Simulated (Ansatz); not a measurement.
# C3BN3O3: vertical ionisation energy

One table from this session's results is given with a row withheld; the runs are named, their logs left out.

Program: Ansatz 0.2.0, Gaussian basis. Level of theory: unrestricted cation, the program's frozen cores in correlated methods. These are calculated values, not measurements.

Levels to be run: UKS PBE-D4/def2-TZVPP; UKS r2SCAN-D4/def2-TZVPP; UKS PBE0-D4/def2-TZVPP; UKS B3LYP-D4/def2-TZVPP; UKS wB97X-V/def2-TZVPP; UKS wB97M-V/def2-TZVPP; UKS B2PLYP/def2-TZVPP; UHF-CCSD(T)/def2-TZVPP; UHF-MP2/def2-QZVPP; extrapolation to the limit; then −ε(HOMO) from the neutral's earlier runs with LDA (SPW92), PBE-D4, revPBE-D4, BLYP-D4, r2SCAN-D4, B97M-V, PBE0-D4, B3LYP-D4, r2SCANh-D4, r2SCAN0-D4, HSE06-D4, BHLYP-D4, CAM-B3LYP-D4, LC-ωPBE, ωB97X-V, ωB97M-V.

### The relaxed structure

The geometry comes from an earlier relaxation with PBE0-D4 in a triple-zeta def2 set; it is a stationary point, not always the lowest conformer.

SMILES `O=C=NB(N=C=O)N=C=O`, 10 atoms, charge 0, spin multiplicity 1.

Atoms are counted from 1 here; the program's logs count them from 0.

Bond lengths: O1–C2 1.158 Å, C2–N3 1.203 Å, N3–B4 1.424 Å, B4–N5 1.424 Å, B4–N8 1.424 Å, N5–C6 1.203 Å, C6–O7 1.158 Å, N8–C9 1.203 Å, C9–O10 1.158 Å. Angles: O1–C2–N3 175.2°, C2–N3–B4 143.0°, N3–B4–N5 120.0°, N3–B4–N8 120.0°, N5–B4–N8 120.0°, B4–N5–C6 142.9°, N5–C6–O7 175.2°, B4–N8–C9 142.9°, N8–C9–O10 175.2°.

Set-up of the first run:

Input file in.yaml:

```yaml
crystal:
  periodic: [false, false, false]
  atoms:
    - {symbol: O, position_ang: [-0.338379, -0.128367, -3.603428]}
    - {symbol: C, position_ang: [-0.259611, -0.297641, -2.460595]}
    - {symbol: N, position_ang: [-0.193716, -0.570692, -1.290570]}
    - {symbol: B, position_ang: [0.008134, -0.004393, 0.000389]}
    - {symbol: N, position_ang: [0.227681, 1.396054, 0.137273]}
    - {symbol: C, position_ang: [0.430303, 2.261277, 0.948687]}
    - {symbol: O, position_ang: [0.627881, 3.156376, 1.656236]}
    - {symbol: N, position_ang: [-0.010175, -0.838466, 1.154623]}
    - {symbol: C, position_ang: [-0.145687, -1.979297, 1.512674]}
    - {symbol: O, position_ang: [-0.263231, -3.046053, 1.947509]}
basis:
  gaussian: {orbitals: def2-TZVPP}
total_charge: 1
magnetization: {spin_polarized: true, initial_magnetization: 1}
hamiltonian: {xc: pbe, dispersion: d4}
```

Started as:

```
> ansatz run in.yaml --threads 2 --pin off --events-out ev --progress --plain --max-ram 20480MiB --backend cuda --devices 0, --max-vram 18GiB
```

Steps of the session up to this table: Cation, UKS PBE-D4/def2-TZVPP; Cation, UKS r2SCAN-D4/def2-TZVPP; Cation, UKS PBE0-D4/def2-TZVPP; Cation, UKS B3LYP-D4/def2-TZVPP; Cation, UKS wB97X-V/def2-TZVPP; Cation, UKS wB97M-V/def2-TZVPP; Cation, UKS B2PLYP (frozen core)/def2-TZVPP; Cation, UHF-CCSD(T)/def2-TZVPP; Cation, UHF-MP2/def2-QZVPP.

One of the session's tables, all rows but one given; the rest of the session is left out.

For comparison, −ε(HOMO) of the neutral from earlier runs:

```
  functional  −ε(HOMO) (eV)
 LDA (SPW92)           7.93
      PBE-D4           7.70
   revPBE-D4           7.62
     BLYP-D4           7.56
   r2SCAN-D4           8.04
      B97M-V           8.07
     PBE0-D4           9.16
    B3LYP-D4           8.90
  r2SCANh-D4           8.58
  r2SCAN0-D4              ?
    HSE06-D4           8.76
    BHLYP-D4          10.53
CAM-B3LYP-D4          10.54
     LC-ωPBE          11.86
     ωB97X-V          11.50
     ωB97M-V          11.41
```

Estimate the missing values for r2SCAN0-D4.

Worked estimate for «−ε(HOMO) (eV)». Against the share of exact exchange, r2SCAN-D4 (0, 8.04), r2SCANh-D4 (0.1, 8.58) give a slope of 5.40 per unit share; at 0.25 the line stands at 9.39.

The run gave: −ε(HOMO) (eV): 9.41. In «−ε(HOMO) (eV)» the line misses by -0.02.
